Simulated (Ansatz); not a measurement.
# Alloy of ZnO and MgO (7 of 48 Zn sites exchanged), 96 atoms

An exercise on one series of results from a longer session: the logs are not shown, and one member is left open.

All numbers are computed with Ansatz 0.2.0 (PAW, plane waves).

### Starting point

96 atoms (41 Zn, 7 Mg, 48 O); a = 9.722 Å, b = 11.226 Å, c = 10.372 Å, α = 90.00°, β = 90.00°, γ = 90.00°. All atoms were shaken off their sites by about 0.02 Å along each axis.

Plan of the steps: (2) PBEsol cell relaxation at the single k point (¼, ¼, ¼), on 1 × NVIDIA H100 80GB HBM3 with 11 threads of AMD EPYC 7R13; (3) PBE single point at the Γ point alone, on 1 × NVIDIA H100 80GB HBM3 with 11 threads of AMD EPYC 7R13; (4) r²SCAN single point at the Γ point alone, on 1 × NVIDIA H100 80GB HBM3 with 11 threads of AMD EPYC 7R13; (5) HSE06 single point at the Γ point alone, on 1 × NVIDIA H100 80GB HBM3 with 11 threads of AMD EPYC 7R13; (6) HSE06 with spin–orbit coupling single point at the Γ point alone, on 1 × NVIDIA H100 80GB HBM3 with 11 threads of AMD EPYC 7R13.

Set-up of the first run:

The input, in.yaml:

```yaml
crystal:
  lattice:
    - [9.722179, 0.000000, 0.000000]
    - [0.000000, 11.226205, 0.000000]
    - [0.000000, 0.000000, 10.372129]
  atoms:
    - { symbol: Zn, position: [0.166691, 0.084881, 0.249513] }
    - { symbol: Zn, position: [0.167973, 0.084870, 0.748881] }
    - { symbol: Zn, position: [0.003221, 0.336555, 0.745995] }
    - { symbol: Zn, position: [0.497570, 0.085977, 0.250316] }
    - { symbol: Zn, position: [0.498047, 0.085595, 0.747545] }
    - { symbol: Zn, position: [0.332223, 0.335599, 0.249907] }
    - { symbol: Zn, position: [0.165020, 0.583718, 0.247383] }
    - { symbol: Zn, position: [0.169181, 0.583273, 0.751126] }
    - { symbol: Zn, position: [0.997508, 0.833599, 0.245896] }
    - { symbol: Zn, position: [0.997458, 0.832657, 0.748214] }
    - { symbol: Zn, position: [0.831150, 0.083064, 0.249626] }
    - { symbol: Zn, position: [0.500977, 0.582602, 0.248477] }
    - { symbol: Zn, position: [0.500118, 0.583471, 0.747311] }
    - { symbol: Zn, position: [0.331830, 0.835315, 0.246337] }
    - { symbol: Zn, position: [0.333490, 0.833846, 0.750456] }
    - { symbol: Zn, position: [0.833880, 0.585395, 0.247720] }
    - { symbol: Zn, position: [0.835631, 0.581810, 0.748424] }
    - { symbol: Zn, position: [0.666959, 0.831888, 0.250142] }
    - { symbol: Zn, position: [0.663027, 0.832362, 0.750038] }
    - { symbol: Zn, position: [0.998246, 0.167148, 0.499389] }
    - { symbol: Zn, position: [0.997524, 0.165426, 0.995803] }
    - { symbol: Zn, position: [0.332491, 0.167243, 0.497883] }
    - { symbol: Zn, position: [0.328313, 0.170003, 0.997540] }
    - { symbol: Zn, position: [0.165681, 0.417022, 0.502289] }
    - { symbol: Zn, position: [0.164821, 0.417268, 0.002364] }
    - { symbol: Zn, position: [0.000009, 0.667189, 0.495245] }
    - { symbol: Zn, position: [0.998143, 0.668216, 0.000725] }
    - { symbol: Zn, position: [0.666293, 0.167203, 0.498458] }
    - { symbol: Zn, position: [0.501273, 0.417514, 0.501952] }
    - { symbol: Zn, position: [0.496607, 0.419592, 0.001012] }
    - { symbol: Zn, position: [0.328104, 0.665135, 0.499460] }
    - { symbol: Zn, position: [0.333005, 0.664696, 0.997240] }
    - { symbol: Zn, position: [0.165593, 0.917777, 0.996096] }
    - { symbol: Zn, position: [0.834600, 0.416052, 0.499584] }
    - { symbol: Zn, position: [0.834379, 0.418662, 0.999436] }
    - { symbol: Zn, position: [0.666345, 0.665910, 0.497820] }
    - { symbol: Zn, position: [0.664422, 0.666444, 0.000066] }
    - { symbol: Zn, position: [0.501893, 0.917288, 0.500544] }
    - { symbol: Zn, position: [0.502476, 0.915784, 0.996178] }
    - { symbol: Zn, position: [0.835420, 0.919293, 0.498313] }
    - { symbol: Zn, position: [0.834981, 0.915983, 0.999597] }
    - { symbol: Mg, position: [0.000749, 0.332736, 0.251133] }
    - { symbol: Mg, position: [0.335441, 0.336106, 0.749555] }
    - { symbol: Mg, position: [0.834024, 0.079483, 0.748145] }
    - { symbol: Mg, position: [0.669862, 0.334557, 0.252371] }
    - { symbol: Mg, position: [0.668487, 0.333035, 0.747206] }
    - { symbol: Mg, position: [0.666127, 0.169232, 0.002106] }
    - { symbol: Mg, position: [0.166098, 0.917570, 0.498801] }
    - { symbol: O, position: [0.999052, 0.168665, 0.190161] }
    - { symbol: O, position: [0.002980, 0.166182, 0.689093] }
    - { symbol: O, position: [0.330787, 0.166461, 0.189706] }
    - { symbol: O, position: [0.331218, 0.159964, 0.690352] }
    - { symbol: O, position: [0.169062, 0.414349, 0.185922] }
    - { symbol: O, position: [0.169416, 0.416931, 0.687535] }
    - { symbol: O, position: [0.999683, 0.667973, 0.189455] }
    - { symbol: O, position: [0.001754, 0.667878, 0.687724] }
    - { symbol: O, position: [0.665984, 0.164931, 0.185950] }
    - { symbol: O, position: [0.667070, 0.166548, 0.687529] }
    - { symbol: O, position: [0.503644, 0.418800, 0.188926] }
    - { symbol: O, position: [0.497709, 0.415892, 0.691893] }
    - { symbol: O, position: [0.333114, 0.663515, 0.189002] }
    - { symbol: O, position: [0.329311, 0.667648, 0.687931] }
    - { symbol: O, position: [0.166105, 0.919221, 0.189656] }
    - { symbol: O, position: [0.167930, 0.917685, 0.691212] }
    - { symbol: O, position: [0.829760, 0.415256, 0.189367] }
    - { symbol: O, position: [0.831953, 0.416787, 0.690542] }
    - { symbol: O, position: [0.666249, 0.667569, 0.190638] }
    - { symbol: O, position: [0.666154, 0.664686, 0.685517] }
    - { symbol: O, position: [0.495233, 0.919589, 0.189256] }
    - { symbol: O, position: [0.504528, 0.916355, 0.690217] }
    - { symbol: O, position: [0.831070, 0.915548, 0.184939] }
    - { symbol: O, position: [0.835002, 0.915505, 0.687186] }
    - { symbol: O, position: [0.164318, 0.078745, 0.443240] }
    - { symbol: O, position: [0.167780, 0.083526, 0.942408] }
    - { symbol: O, position: [0.997188, 0.333511, 0.435848] }
    - { symbol: O, position: [0.998812, 0.333293, 0.935993] }
    - { symbol: O, position: [0.502710, 0.079941, 0.439639] }
    - { symbol: O, position: [0.498048, 0.083625, 0.939627] }
    - { symbol: O, position: [0.334913, 0.336117, 0.438448] }
    - { symbol: O, position: [0.332737, 0.332265, 0.940891] }
    - { symbol: O, position: [0.164246, 0.583295, 0.435894] }
    - { symbol: O, position: [0.166648, 0.583097, 0.935453] }
    - { symbol: O, position: [0.999243, 0.833622, 0.439216] }
    - { symbol: O, position: [0.000426, 0.835841, 0.941295] }
    - { symbol: O, position: [0.834965, 0.080416, 0.438080] }
    - { symbol: O, position: [0.831837, 0.085226, 0.939422] }
    - { symbol: O, position: [0.664431, 0.336685, 0.440901] }
    - { symbol: O, position: [0.667539, 0.333402, 0.938606] }
    - { symbol: O, position: [0.500391, 0.584357, 0.439547] }
    - { symbol: O, position: [0.500945, 0.582750, 0.938998] }
    - { symbol: O, position: [0.335848, 0.830930, 0.441051] }
    - { symbol: O, position: [0.335078, 0.833848, 0.933780] }
    - { symbol: O, position: [0.832458, 0.584164, 0.439351] }
    - { symbol: O, position: [0.834827, 0.583001, 0.938457] }
    - { symbol: O, position: [0.662123, 0.833158, 0.438438] }
    - { symbol: O, position: [0.666890, 0.833108, 0.941247] }
  symmetry: { detect: false }
kpoints:
  mp_grid: { grid: [1, 1, 1], shift: [0.25, 0.25, 0.25] }
hamiltonian:
  xc: pbesol
scf:
  occupations: { method: fermi_dirac, width: 0.01 }
relax:
  f_tol: 0.03
  max_steps: 80
  escape_saddle: false
  adjacent_minimum: "off"
  cell: { fix: [alpha, beta, gamma] }
output:
  forces: true
  eigenvalues: true
  populations: true
```

On the command line:

```bash
> ansatz run in.yaml --threads 11 --pin off --max-ram 161500MiB --runs-dir r --events-out ev --progress --plain --backend cuda --devices 0, --max-vram 75GiB
```

Among the steps run: Relaxing cell and atoms with PBEsol; Single point with PBE; r²SCAN single point; HSE06 on the same atoms; HSE06 with spin–orbit coupling on the same atoms.

One of the session's tables, all rows but one given; the rest of the session is left out.

It belongs to the step «Outcome». 

| level | top filled to lowest empty (eV) |
| --- | --- |
| PBEsol, relaxation | 2.00 |
| PBE | 1.11 |
| r²SCAN | 1.56 |
| HSE06 | 2.88 |
| HSE06 with spin–orbit coupling | ? |

**Question.** Estimate the row for HSE06 with spin–orbit coupling.

**Answer.** top filled to lowest empty (eV): 2.87. In the column «top filled to lowest empty (eV)» it lies between PBEsol, relaxation (2.00) and HSE06 (2.88).

At the same k points, PBE gives a spacing 1.77 eV smaller and r²SCAN gives a spacing 1.32 eV smaller than the 2.88 eV of HSE06. The relaxation ran on other k points, so part of any difference from the later rows can come from the mesh. With one k point the spacing samples only the states that fold onto it, so it can exceed the gap over the zone.
